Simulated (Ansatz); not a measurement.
**CH5NSSi: one species, many methods**

How much do the methods differ for CH5NSSi? The plan is to run it at one geometry with functionals of several rungs and with coupled cluster. The yardstick is the atomisation energy at the CCSD(T) limit.

Method: functionals in def2-TZVPP, the program's frozen cores in correlated methods; program: Ansatz 0.2.0, Gaussian basis.

Plan: LDA (SPW92), PBE-D4, revPBE-D4, BLYP-D4, r2SCAN-D4, B97M-V, PBE0-D4, B3LYP-D4, r2SCANh-D4, r2SCAN0-D4, HSE06-D4, BHLYP-D4, CAM-B3LYP-D4, LC-ωPBE, ωB97X-V, ωB97M-V, B2PLYP, PBE-QIDH; CCSD(T)/def2-SVP; CCSD(T)/def2-TZVPP; MP2/def2-QZVPP; extrapolation to the limit; RPA on PBE.

## (1) The geometry

An earlier PBE0-D4 in a triple-zeta def2 set relaxation fixed the geometry.

9 atoms, charge 0, spin multiplicity 1.

Atoms are counted from 1 here; the program's logs count them from 0.

Bond lengths: N1–C2 1.399 Å, N1–H5 1.010 Å, N1–H6 1.011 Å, C2–Si3 1.841 Å, C2–S4 1.974 Å, C2–H7 1.086 Å, Si3–S4 2.079 Å, Si3–H8 1.481 Å, Si3–H9 1.483 Å. Angles: C2–N1–H5 113.9°, C2–N1–H6 113.6°, H5–N1–H6 109.5°, N1–C2–Si3 124.6°, N1–C2–S4 119.9°, N1–C2–H7 112.8°, Si3–C2–S4 65.9°, Si3–C2–H7 117.4°, S4–C2–H7 106.3°, C2–Si3–S4 60.1°, C2–Si3–H8 120.3°, C2–Si3–H9 116.6°, S4–Si3–H8 120.2°, S4–Si3–H9 118.8°, H8–Si3–H9 111.9°, C2–S4–Si3 54.0°.

## (2) LDA

This LDA is Slater exchange with PW92 correlation.

in.yaml reads:

```yaml
crystal:
  periodic: [false, false, false]
  atoms:
    - {symbol: N, position_ang: [0.154028, 1.467376, 0.396824]}
    - {symbol: C, position_ang: [0.296713, 0.340078, -0.420105]}
    - {symbol: Si, position_ang: [0.020806, -1.394374, 0.133644]}
    - {symbol: S, position_ang: [-1.300691, -0.511988, -1.206560]}
    - {symbol: H, position_ang: [-0.443984, 1.319115, 1.196831]}
    - {symbol: H, position_ang: [-0.149122, 2.293088, -0.102021]}
    - {symbol: H, position_ang: [0.991946, 0.498619, -1.238804]}
    - {symbol: H, position_ang: [0.927204, -2.475727, -0.317308]}
    - {symbol: H, position_ang: [-0.408400, -1.582385, 1.540499]}
basis:
  gaussian: {orbitals: def2-TZVPP}
hamiltonian: {xc: lda}
output: {orbitals: {seedname: orbitals}}
```

On the command line:

```console
> ansatz run in.yaml --threads 2 --pin off --events-out ev --progress --plain --max-ram 4352MiB
```

The runs that follow: PBE-D4 (GGA); revPBE-D4 (GGA); BLYP-D4 (GGA); r2SCAN-D4 (meta-GGA); B97M-V (meta-GGA); PBE0-D4 (hybrid); B3LYP-D4 (hybrid); r2SCANh-D4 (hybrid); r2SCAN0-D4 (hybrid); HSE06-D4 (hybrid); BHLYP-D4 (hybrid); CAM-B3LYP-D4 (range-separated); LC-ωPBE (range-separated); ωB97X-V (range-separated); ωB97M-V (range-separated); B2PLYP (double hybrid); PBE-QIDH (double hybrid); CCSD(T) in def2-SVP; CCSD(T) in def2-TZVPP; MP2 in def2-QZVPP; RPA on PBE orbitals.

Q: Predict the results of all the runs planned. Wanted: atomisation energy, CCSD(T)/CBS; farthest beyond LDA; mean size of error, GGA; mean size of error, meta-GGA; mean size of error, hybrid; mean size of error, range-separated; mean size of error, double hybrid; gap, smallest and largest; T1 diagnostic.

The runs gave:

```
                               quantity                                                                       value
        atomisation energy, CCSD(T)/CBS                                                                   31.469 eV
    functionals within 0.157 eV (0.5 %)  revPBE-D4, BLYP-D4, r2SCAN-D4, PBE0-D4, B3LYP-D4, r2SCANh-D4, CAM-B3LYP-D4
                    farthest beyond LDA                                                        BHLYP-D4 (-1.022 eV)
                mean size of error, GGA                                                                    0.307 eV
           mean size of error, meta-GGA                                                                    0.198 eV
             mean size of error, hybrid                                                                    0.319 eV
    mean size of error, range-separated                                                                    0.181 eV
      mean size of error, double hybrid                                                                    0.345 eV
              gap, smallest and largest                                   4.31 eV (LDA (SPW92)), 11.11 eV (LC-ωPBE)
                          T1 diagnostic                                                                      0.0130
triples share of the correlation energy                                                                       4.5 %
```

What this shows: The LDA atomisation energy is off by 4.973 eV (16 %): it overbinds. PBE-D4 is off by +0.817 eV. Double hybrids carry the basis error of their MP2 part in triple zeta, and no dispersion term here, so their miss is partly the set-up's. Taken by rung, range-separated functionals do best (0.181 eV on average) and double hybrid ones worst beyond LDA (0.345 eV). The gap between the best rungs is small, so their order is not settled. Misses under about 0.157 eV are within the doubt on the reference itself, which lacks core-valence correlation, relativity and higher excitations. Hartree-Fock recovers 68 % of the binding; the rest is correlation. CCSD(T) in def2-SVP is off by -2.496 eV, so the small basis spoils what the method gains. Orbital gaps span 4.3 to 11.1 eV; exact exchange widens them.
